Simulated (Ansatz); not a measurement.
LaMnIn in Ansatz: the effect of fixed moment

LaMnIn:

```xyz
3
Lattice="4.5933 0.0000 0.0000 -2.2967 3.9779 0.0000 0.0000 0.0000 4.0966" Properties=species:S:1:pos:R:3 pbc="T T T"
La    0.0000    0.0000    0.0000
In    0.0000    2.6520    2.0483
Mn    2.2967    1.3260    2.0483
```

The cell comes from a database or a generator and needn't be the stable form of this composition.

Alike in all runs:

| Item | Value |
| --- | --- |
| Program | Ansatz 0.2.0 |
| Task | single point |
| Functional | PBE |
| Potentials or basis | Ansatz PAW |
| Cutoff | 420 eV (not typed: the program's choice for these potentials) |
| k mesh | 6 × 6 × 6 |
| Occupations | fermi-dirac, width 0.05 eV |

Task: One run gave: energy over the lowest run 28.7 meV/atom; pressure 5.7 GPa. Which fixed moment did it use?
A. 0
B. 3
C. 1
D. 6
E. 4

Result: E.

```tsv
fixed moment	spin	starting moments	energy over the lowest run (meV/atom)	pressure (GPa)
0	collinear spin, program default start	-	369.5	-0.8
1	collinear spin, ferromagnetic start	[0.0, 0.0, 1.0] μB	237.9	2.1
2	collinear spin, ferromagnetic start	[0.0, 0.0, 2.0] μB	87.8	3.6
3	collinear spin, ferromagnetic start	[0.0, 0.0, 3.0] μB	0.0	4.8
4	collinear spin, ferromagnetic start	[0.0, 0.0, 4.0] μB	28.7	5.7
5	collinear spin, ferromagnetic start	[0.0, 0.0, 5.0] μB	110.9	7.1
6	collinear spin, ferromagnetic start	[0.0, 0.0, 6.0] μB	267.9	8.5
8	collinear spin, ferromagnetic start	[0.0, 0.0, 8.0] μB	973.2	13.4
```

Caveats: the total moment is fixed, so each spin has its own Fermi level; the thresholds are loose for stress.
